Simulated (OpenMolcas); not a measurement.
**One shape, several levels: [SiCl3]+ (SMILES Cl[Si+](Cl)Cl)**

Wanted: a comparison of 6 runs (HF/3-21G, B3LYP/6-31G*, SVWN5/aug-cc-pVDZ, r2SCAN/aug-cc-pVDZ, revPBE/aug-cc-pVDZ, CCSD(T)/aug-cc-pVDZ) of [SiCl3]+. 

The results are computed with OpenMolcas 26.06.

1 further run of the same task is left out (set aside as unsound or not needed).

## 1. The molecule

[SiCl3]+: 4 atoms, total charge +1, spin state singlet. SMILES: `Cl[Si+](Cl)Cl`. One bond was lengthened or shortened from a relaxed shape.

Bond lengths: Cl1–Si2 1.947 Å, Si2–Cl3 1.947 Å, Si2–Cl4 2.239 Å. Angles: Cl1–Si2–Cl3 120.0°, Cl1–Si2–Cl4 120.0°, Cl3–Si2–Cl4 120.0°.

## 2. The energy at HF/3-21G (run 1)

calc.inp reads:

```
>>> EXPORT MOLCAS_PRINT=2

&GATEWAY
  BasLib
  $CurrDir
  Coord
  4
  angstrom
  Cl      -1.523602      -0.816105       1.206918
  Si       0.032398      -0.193905       0.215918
  Cl       1.804398      -0.863405       0.665518
  Cl      -0.216000       1.292000      -1.440300
  Basis
  3-21G
  Group
  NoSym

&SEWARD

&SCF
  Charge
  1
  Thresholds
  1e-10 1e-07 1e-07 1e-05
  PrOrbitals
  1 2
```

The basis set 3-21G is read from a file made from the Basis Set Exchange's data (not shown).

Run with:

```bash
$ export MOLCAS_MEM=1860
$ pymolcas calc.inp > calc.log
```

The program printed:

```text
--- Start Module: gateway ---
[...]
--- Stop Module: gateway /rc=_RC_ALL_IS_WELL_ ---
--- Start Module: seward ---
[...]
      Basis functions           52
--- Stop Module: seward /rc=_RC_ALL_IS_WELL_ ---
--- Start Module: scf ---
[...]
       Convergence after  15 Iterations
[...]
::    Total SCF energy                              -1659.0177327259
[...]
      Total spin, S                                     0.0000000000
[...]
      Total electronic charge=   64.000000
      Total            charge=    1.000000
[...]
      Dipole Moment (debye):
      Origin of the operator (angstrom)=    0.0239   -0.1428    0.1592
                   X=  1.0510E-01               Y= -6.2922E-01               Z=  6.9991E-01           Total=  9.4702E-01
      Center of Charge (angstrom)
[...]
--- Stop Module: scf /rc=_RC_ALL_IS_WELL_ ---
[...]
```

It took 1.9 s on 1 thread of Intel Xeon 6975P-C (Granite Rapids), shared host; peak memory 0.38 GiB.

## 3. A single-point energy at B3LYP/6-31G(d) (Cartesian functions) (run 2)

run.inp reads:

```
>>> EXPORT MOLCAS_PRINT=2

&GATEWAY
  BasLib = $CurrDir
  Coord
  4
  angstrom
  Cl      -1.523602      -0.816105       1.206918
  Si       0.032398      -0.193905       0.215918
  Cl       1.804398      -0.863405       0.665518
  Cl      -0.216000       1.292000      -1.440300
  Basis = 6-31Gs
  Group = NoSym

&SEWARD
  GridInput
  Grid=UltraFine
  End of Grid

&SCF
  Charge = 1
  KSDFT = B3LYP
  Thresholds = 1e-10 1e-07 1e-07 1e-05
  PrOrbitals = 1
```

The basis set 6-31G* is read from a file made from the Basis Set Exchange's data (not shown).

Run with:

```bash
$ export MOLCAS_MEM=1860
$ pymolcas run.inp > run.log
```

The program printed:

```text
--- Start Module: gateway ---
[...]
--- Stop Module: gateway /rc=_RC_ALL_IS_WELL_ ---
--- Start Module: seward ---
[...]
      Basis functions           76
--- Stop Module: seward /rc=_RC_ALL_IS_WELL_ ---
[...]
--- Start Module: scf ---
[...]
       Convergence after  17 Iterations
[...]
::    Total KS-DFT energy                           -1669.8566263245
[...]
      Total spin, S                                     0.0000000000
[...]
      Total electronic charge=   64.000000
      Total            charge=    1.000000
[...]
      Dipole Moment (debye):
      Origin of the operator (angstrom)=    0.0239   -0.1428    0.1592
                   X=  1.4361E-01               Y= -8.5923E-01               Z=  9.5693E-01           Total=  1.2941E+00
      Center of Charge (angstrom)
[...]
--- Stop Module: scf /rc=_RC_ALL_IS_WELL_ ---
[...]
```

Wall time 13 s (1 thread of Intel Xeon 6975P-C (Granite Rapids), shared host); peak memory 0.43 GiB.

Runs 3 to 4 aren't shown in full; the table further down has their settings and results.

## 4. The energy at revPBE/aug-cc-pVDZ (run 5)

mol.input reads:

```
&GATEWAY
  BasLib = $CurrDir
  BasisSet
  Cl.aug-cc-pVDZ....
  Cl1 -1.523602 -0.816105 1.206918 angstrom
  Cl3 1.804398 -0.863405 0.665518 angstrom
  Cl4 -0.216000 1.292000 -1.440300 angstrom
  End of Basis
  BasisSet
  Si.aug-cc-pVDZ....
  Si2 0.032398 -0.193905 0.215918 angstrom
  End of Basis

&SEWARD
  GridInput
  Grid=UltraFine
  End of Grid

&SCF
  Charge = 1
  KSDFT = revPBE
  Thresholds = 1e-10 1e-07 1e-07 1e-05
  PrOrbitals = 1
```

The basis set aug-cc-pVDZ is read from a file made from the Basis Set Exchange's data (not shown).

Run with:

```bash
$ export MOLCAS_MEM=1860
$ pymolcas mol.input > mol.log
```

The program printed:

```text
--- Start Module: gateway ---
[...]
--- Stop Module: gateway /rc=_RC_ALL_IS_WELL_ ---
--- Start Module: seward ---
[...]
      Basis functions          108
--- Stop Module: seward /rc=_RC_ALL_IS_WELL_ ---
[...]
--- Start Module: scf ---
[...]
       Convergence after  22 Iterations
[...]
::    Total KS-DFT energy                           -1669.5867111310
[...]
      Total spin, S                                     0.0000000000
[...]
      Total electronic charge=   64.000000
      Total            charge=    1.000000
[...]
      Dipole Moment (debye):
      Origin of the operator (angstrom)=    0.0239   -0.1428    0.1592
                   X=  1.3520E-01               Y= -8.0884E-01               Z=  9.0095E-01           Total=  1.2183E+00
      Center of Charge (angstrom)
[...]
--- Stop Module: scf /rc=_RC_ALL_IS_WELL_ ---
[...]
```

It took 39 s on 1 thread of Intel Xeon 6975P-C (Granite Rapids), shared host; peak memory 0.62 GiB.

## 5. The energy at CCSD(T)/aug-cc-pVDZ (Cholesky decomposition) (run 6)

mol.xyz reads:

```xyz
4

Cl    -1.523602    -0.816105     1.206918
Si     0.032398    -0.193905     0.215918
Cl     1.804398    -0.863405     0.665518
Cl    -0.216000     1.292000    -1.440300
```

run.input reads:

```
&GATEWAY
 BasLib=$CurrDir
 Coord=mol.xyz
 Basis=aug-cc-pVDZ
 Group=NoSym

&SEWARD
 High

&SCF
 Charge=1
 Thresholds=1e-10 1e-07 1e-07 1e-05
 PrOrbitals=1 2

&CHCC
 Frozen=20
 Threshold=1e-08
 MaxIterations=80

&CHT3
 Frozen=20
```

The basis set aug-cc-pVDZ is read from a file made from the Basis Set Exchange's data (not shown).

Run with:

```bash
$ export MOLCAS_MEM=1860
$ pymolcas run.input > run.log
```

The program printed:

```text
--- Start Module: gateway ---
[...]
--- Stop Module: gateway /rc=_RC_ALL_IS_WELL_ ---
[...]
      Basis functions          108
[...]
       Convergence after  17 Iterations
[...]
::    Total SCF energy                              -1667.2543760566
[...]
      Total spin, S                                     0.0000000000
[...]
      Total electronic charge=   64.000000
      Total            charge=    1.000000
[...]
      Dipole Moment (debye):
      Origin of the operator (angstrom)=    0.0239   -0.1428    0.1592
                   X=  1.4925E-01               Y= -8.9309E-01               Z=  9.9448E-01           Total=  1.3449E+00
      Center of Charge (angstrom)
[...]
--- Start Module: chcc ---
[...]
--- Stop Module: chcc /rc=_RC_ALL_IS_WELL_ ---
[...]
--- Start Module: cht3 ---
[...]
--- Stop Module: cht3 /rc=_RC_ALL_IS_WELL_ ---
[...]
```

It took 2.4 min on 1 thread of Intel Xeon 6975P-C (Granite Rapids), shared host; peak memory 0.14 GiB.

## 6. Overview of the runs

```
run                                         level  Cartesian functions  integration grid   energy (Eh)  HOMO energy (eV)  LUMO energy (eV)  HOMO–LUMO gap (eV)  wall time
  1                                      HF/3-21G                   no                 –  -1659.017733            -19.11             -6.64               12.46      1.9 s
  2            B3LYP/6-31G* (Cartesian functions)                  yes         UltraFine  -1669.856626            -14.79             -9.33                5.46       13 s
  3                             SVWN5/aug-cc-pVDZ                   no         UltraFine  -1664.302297            -13.70            -10.02                3.69       24 s
  4                            r2SCAN/aug-cc-pVDZ                   no         UltraFine  -1669.781291            -13.93             -9.59                4.35       53 s
  5                            revPBE/aug-cc-pVDZ                   no         UltraFine  -1669.586711            -13.52             -9.70                3.82       39 s
  6  CCSD(T)/aug-cc-pVDZ (Cholesky decomposition)                   no                 –  -1667.822008            -18.40             -5.36               13.04    2.4 min
```

## 7. Summary of results

| quantity | value |
| --- | --- |
| run 6: total energy | -1667.82201 Eh |
| run 6: HOMO energy (Hartree–Fock orbitals) | -18.40 eV |
| run 6: LUMO energy (Hartree–Fock orbitals) | -5.36 eV |
| run 6: HOMO–LUMO gap (Hartree–Fock orbitals) | 13.04 eV |
| run 6: correlation energy (20 core orbitals frozen) | -567.6 mEh |
| run 6: (T) correction | -19.45 mEh |

Over runs 1, 2, 3, 4, 5 the HOMO–LUMO gap runs from 3.69 eV (SVWN5/aug-cc-pVDZ) to 12.46 eV (HF/3-21G). The two ends differ in method and basis. Totals of different functionals can't be ranked against each other. All runs together took 4.6 min, the longest 2.4 min.
